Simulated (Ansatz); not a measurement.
Here is an Ansatz input file for CH₇BFGeN, SMILES [BH2][GeH]([F])[NH]C. Write the same calculation for the Python package.

```yaml
crystal:
  periodic: [false, false, false]
  atoms:
    - { symbol: B, position_ang: [0.3412, 1.1794, 1.5894] }
    - { symbol: Ge, position_ang: [-0.1592, -0.6516, 0.9691] }
    - { symbol: F, position_ang: [-1.3686, -1.3412, 2.0552] }
    - { symbol: "N", position_ang: [-0.7953, -0.6003, -0.764] }
    - { symbol: C, position_ang: [0.193, -0.2898, -1.7256] }
    - { symbol: H, position_ang: [1.0741, 1.8856, 0.9704] }
    - { symbol: H, position_ang: [-0.2032, 1.6769, 2.5399] }
    - { symbol: H, position_ang: [1.1667, -1.5008, 0.979] }
    - { symbol: H, position_ang: [-1.5684, 0.1797, -0.7422] }
    - { symbol: H, position_ang: [0.9867, -1.0587, -1.6578] }
    - { symbol: H, position_ang: [-0.2405, -0.2559, -2.7137] }
    - { symbol: H, position_ang: [0.6505, 0.7214, -1.4657] }
basis:
  gaussian: { orbitals: "6-31G*" }
hamiltonian:
  xc: pbe
```

Launched from the shell:
```console
$ ansatz run input.yaml --threads 1 --pin off --max-ram 4096MiB --backend cpu --events-out ev --progress --plain --runs-dir out
Engine: ansatz 0.2.0, aarch64-unknown-linux-gnu
Functional definition: PBE
  parameter kappa = 0.804
  parameter beta = 0.06672455060314922
  exchange = pbe_x(kappa = kappa, mu = beta*pi^2/3)
  correlation = pbe_c(beta = beta)
1291 factors; their error is unknown
mean field evaluation 1: about -62518.3562 eV, gradient 7.0e1 eV
mean field evaluation 2: about -62449.7026 eV, gradient 1.6e2 eV
mean field evaluation 4: about -62528.0951 eV, gradient 1.0e1 eV
mean field evaluation 8: about -62528.3420 eV, gradient 1.1e-1 eV
mean field evaluation 16: about -62528.2608 eV, gradient 8.2e-4 eV
mean field -62528.26079101 eV, -2297.8712008922 hartree, gradient 7.1e-5 eV, S^2 0.000000; 0 other end points of the search recorded, 0 dependent functions left out
reference -62528.26083026 eV, -2297.8712023345 hartree; 33, 33 occupied and 76, 76 virtual orbitals, 1291 factors
Total energy: -62528.26083026 eV, -2297.8712023345 hartree
```

Script `ch7bfgen.py`:
```python
# -*- coding: utf-8 -*-
"""Single point of CH7BFGeN."""

from dataclasses import dataclass

import ansatz as az
from ase import Atoms


@dataclass(frozen=True)
class RunConfig:
    basis_set: str = "6-31G*"
    functional: str = "pbe"


settings = RunConfig()

atoms = Atoms(["B", "Ge", "F", "N", "C", "H", "H", "H", "H", "H", "H", "H"], positions=[
    (0.3412, 1.1794, 1.5894),
    (-0.1592, -0.6516, 0.9691),
    (-1.3686, -1.3412, 2.0552),
    (-0.7953, -0.6003, -0.764),
    (0.193, -0.2898, -1.7256),
    (1.0741, 1.8856, 0.9704),
    (-0.2032, 1.6769, 2.5399),
    (1.1667, -1.5008, 0.979),
    (-1.5684, 0.1797, -0.7422),
    (0.9867, -1.0587, -1.6578),
    (-0.2405, -0.2559, -2.7137),
    (0.6505, 0.7214, -1.4657),
])
mol = az.Crystal.molecule_from_ase(atoms)

base = (
    mol.calculation()
    .basis(gaussian=settings.basis_set)
    .functional(settings.functional)
)
outcome = base.run()
r = outcome.report

print("reference energy %16.6f eV" % r["reference_energy_ev"])
print("total energy     %16.6f eV" % r["free_energy_ev"])
print("occupied (up, down):", r["n_occupied"], " virtual:", r["n_virtual"], " frozen:", r["n_frozen"])

state = r["mean_field"]["state"]
print(f"mean field: {state['energy']['hartree']:.7f} Ha, <S^2> = {abs(state['spin_squared']):.4f}, stability: {state.get('stability', {}).get('kind')}")
```

Output of `python ch7bfgen.py`:
```text
reference energy    -62528.260830 eV
total energy        -62528.260830 eV
occupied (up, down): [33, 33]  virtual: [76, 76]  frozen: 0
mean field: -2297.8712023 Ha, <S^2> = 0.0000, stability: minimum
```

These settings explore the input space; basis and method may be short of convergence. The geometry is a force-field or estimated start, not a minimum of this method, and the basis set is short of its limit. The whole script took 4.1 s on 1 thread of Arm Neoverse V1, on a shared host, peak memory 0.21 GiB.

(A comment or docstring line of the script was reworded after the run, the code is as it ran; lines on the test bed's own set-up are left out of the output.)
